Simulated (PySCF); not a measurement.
# A diatomic session: GaBr−

What are the lowest state that PBE0 finds, the bond length, vibrational wavenumber and bond energy of GaBr−, and how much do these hang on the method?

Computed with PySCF 2.14.0. Level: Ga def2-TZVPPD, Br def2-TZVPPD, no relativity.

2 further runs of the same task are left out: 2 set aside as unsound or not needed.

### Step 1. The job

Settings of the job:

```json
{
  "atoms": "Ga, Br",
  "charge": "-1",
  "basis": "Ga def2-TZVPPD, Br def2-TZVPPD",
  "Hamiltonian": "no relativity",
  "basis functions": "111",
  "electrons treated": "67",
  "masses in u": "68.9256, 78.9183",
  "levels": "PBE0, PBE, r²SCAN, revPBE, B3LYP, PBEsol, M06, BLYP, ωB97X-V, HF, MP2, SCS-MP2, CCSD, CCSD(T)",
  "grid": "80 radial by 434 angular points",
  "occupations": "held fixed by the projection of orbital angular momentum",
  "dissociation limit": "Ga + Br−, each in its ground configuration",
  "starting distance in angstrom": "2.420",
  "values of 2S to try": "1, 3"
}
```

On the command line:

```bash
> OMP_NUM_THREADS=2 python dia.py task.json out
```

Further steps of the session: PBE0 along the bond; PBE (GGA); r²SCAN; revPBE (GGA); B3LYP (global hybrid GGA); PBEsol; M06; BLYP; ωB97X-V; UHF; Adding correlation.

Q: Predict the outcome of this session. Wanted: for each run, Re; ωe; De; μ.

The runs gave:

Lowest PBE0 solution found, without spin–orbit coupling: ²Π (doublet), unpaired electrons π ↑.

| level | Re (Å) | ωe (cm⁻¹) | De (eV) | μ (D) |
| --- | --- | --- | --- | --- |
| UHF | 2.692 | 138.8 | 0.81 | 0.36 |
| UHF-MP2 | 2.569 | 176.4 | 1.19 | n/a |
| UHF-SCS-MP2 | 2.596 | 168.1 | 1.09 | n/a |
| UHF-CCSD | 2.591 | 169.9 | 1.10 | n/a |
| UHF-CCSD(T) | 2.582 | 174.1 | 1.17 | n/a |
| PBE | 2.608 | 166.2 | 1.24 | 1.05 |
| PBEsol | 2.558 | 179.1 | 1.41 | 1.35 |
| revPBE | 2.638 | 158.2 | 1.10 | 0.94 |
| BLYP | 2.674 | 148.7 | 1.02 | 0.59 |
| r²SCAN | 2.573 | 175.0 | 1.30 | 1.28 |
| B3LYP | 2.646 | 154.3 | 1.03 | 0.61 |
| PBE0 | 2.590 | 170.0 | 1.21 | 1.05 |
| M06 | 2.612 | 159.6 | 1.16 | 0.69 |
| ωB97X-V | 2.598 | 165.3 | 1.12 | 0.81 |

De is counted to Ga + Br− in their ground configurations. A positive dipole points from Ga to Br; in an ion it is taken about the centre of mass and does not tell which atom is negative.

Differences from CCSD(T) in the same basis:

| level | Re (mÅ) | ωe (%) |
| --- | --- | --- |
| UHF | +110 | -20.3 |
| UHF-MP2 | -13 | +1.3 |
| UHF-SCS-MP2 | +15 | -3.5 |
| UHF-CCSD | +9 | -2.4 |
| PBE | +26 | -4.6 |
| PBEsol | -24 | +2.9 |
| revPBE | +56 | -9.1 |
| BLYP | +92 | -14.6 |
| r²SCAN | -8 | +0.5 |
| B3LYP | +65 | -11.4 |
| PBE0 | +8 | -2.4 |
| M06 | +30 | -8.3 |
| ωB97X-V | +16 | -5.1 |

What this shows: Judged by CCSD(T) in the same basis: best bond length r²SCAN and PBE0 (8 mÅ off), worst UHF (+110 mÅ); best wavenumber r²SCAN (+0.5 %), worst UHF (-20.3 %). Among the levels with a De in the table, it runs from 0.81 eV (UHF) to 1.41 eV (PBEsol).

Correlated steps freeze 18 core orbitals. With some functionals the highest level of the anion is positive, from self-interaction error or because the anion is truly unbound there; the finite basis then holds the extra electron, and no neutral molecule was run to test the binding.
